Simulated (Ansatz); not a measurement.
# CaCd3Pb4F16: the cost of one run

Program: Ansatz 0.2.0. Level of theory: DFT r2SCAN, scalar-relativistic, plane waves, PAW. These are calculated values, not measurements.

### Step 1. The starting structure

The cell holds 24 atoms (CaCd3F16Pb4): a = 6.392 Å, b = 6.392 Å, c = 6.392 Å, α = 60.00°, β = 60.00°, γ = 60.00°.

The sites of an ideal fluorite lattice, at a guessed lattice constant, take 1 Ca, 3 Cd, 4 Pb; 16 F (sublattices apart by semicolons), with a shake of 0.02 Å. Warren-Cowley parameters of the first shell (negative: unlike neighbours preferred): Ca-Cd -0.33, Ca-Pb +0.00, Cd-Pb +0.00. In a cell this small the draw can fall short of the order aimed at.

The coordinates stand in the first input below.

### Step 2. Relaxing on a coarse mesh

A cheap relaxation: coarse mesh, no symmetry, loose thresholds.

Input file input.yaml:

```yaml
crystal:
  lattice:
    - [-4.5194979, 4.5194979, 0.0]
    - [-4.5194979, 0.0, 4.5194979]
    - [0.0, 4.5194979, 4.5194979]
  atoms:
    - { symbol: F, position: [0.8813448104, 0.8748055904, 0.368495153] }
    - { symbol: F, position: [0.3792795064, 0.8798470148, 0.3748482484] }
    - { symbol: F, position: [0.8805617706, 0.3713530597, 0.3688914693] }
    - { symbol: F, position: [0.8792493013, 0.8707301642, 0.8705069962] }
    - { symbol: F, position: [0.3701512275, 0.378327996, 0.3774119268] }
    - { symbol: F, position: [0.3773159183, 0.8833340606, 0.8726195554] }
    - { symbol: F, position: [0.8805696471, 0.3739856604, 0.8749246846] }
    - { symbol: F, position: [0.3688212069, 0.378600479, 0.8708358163] }
    - { symbol: F, position: [0.624193627, 0.6217134697, 0.1240270622] }
    - { symbol: F, position: [0.1277089319, 0.6249098409, 0.1209298316] }
    - { symbol: F, position: [0.6296246317, 0.1254961136, 0.1235940044] }
    - { symbol: F, position: [0.6194702681, 0.6228380675, 0.6276261951] }
    - { symbol: F, position: [0.124495743, 0.1210109537, 0.1297911436] }
    - { symbol: F, position: [0.1260002486, 0.6245663418, 0.626167399] }
    - { symbol: F, position: [0.6250151687, 0.1251557874, 0.6285219295] }
    - { symbol: F, position: [0.1217028039, 0.131069564, 0.6225918124] }
    - { symbol: Ca, position: [0.9989047779, 0.5035518972, 0.0016136304] }
    - { symbol: Cd, position: [0.4953400968, 0.5014905204, 0.9975294829] }
    - { symbol: Cd, position: [0.9966887965, 0.496444809, 0.5040072224] }
    - { symbol: Cd, position: [0.4989555683, 0.4993517078, 0.5074153739] }
    - { symbol: Pb, position: [0.0011195969, 0.004505837, 0.9939630061] }
    - { symbol: Pb, position: [0.4949523746, 0.0012137289, 0.0043457012] }
    - { symbol: Pb, position: [0.0022619684, 0.9996714738, 0.4980737159] }
    - { symbol: Pb, position: [0.4997157452, 0.0014156814, 0.501782291] }
  symmetry: { detect: false }
basis:
  ecutwfc: 500
kpoints:
  mp_grid: { grid: [2, 2, 2], shift: [0.5, 0.5, 0.5] }
hamiltonian:
  xc: r2scan
scf:
  occupations: { method: gaussian, width: 0.1 }
  lower_state_search: "off"
output:
  forces: true
  stress: true
  eigenvalues: true
relax:
  adjacent_minimum: "off"
  f_tol: 0.04
  max_steps: 50
  cell: { stress_tol: 0.3 }
```

Run with:

```bash
> ansatz run input.yaml --threads 4 --pin off --max-ram 9216MiB --backend cpu --events-out ev --progress --plain --runs-dir out
```

What time and memory should one allow on 4 threads of Arm Neoverse V1, shared host?

About 4.5 min, with a peak of 2.1 GiB.
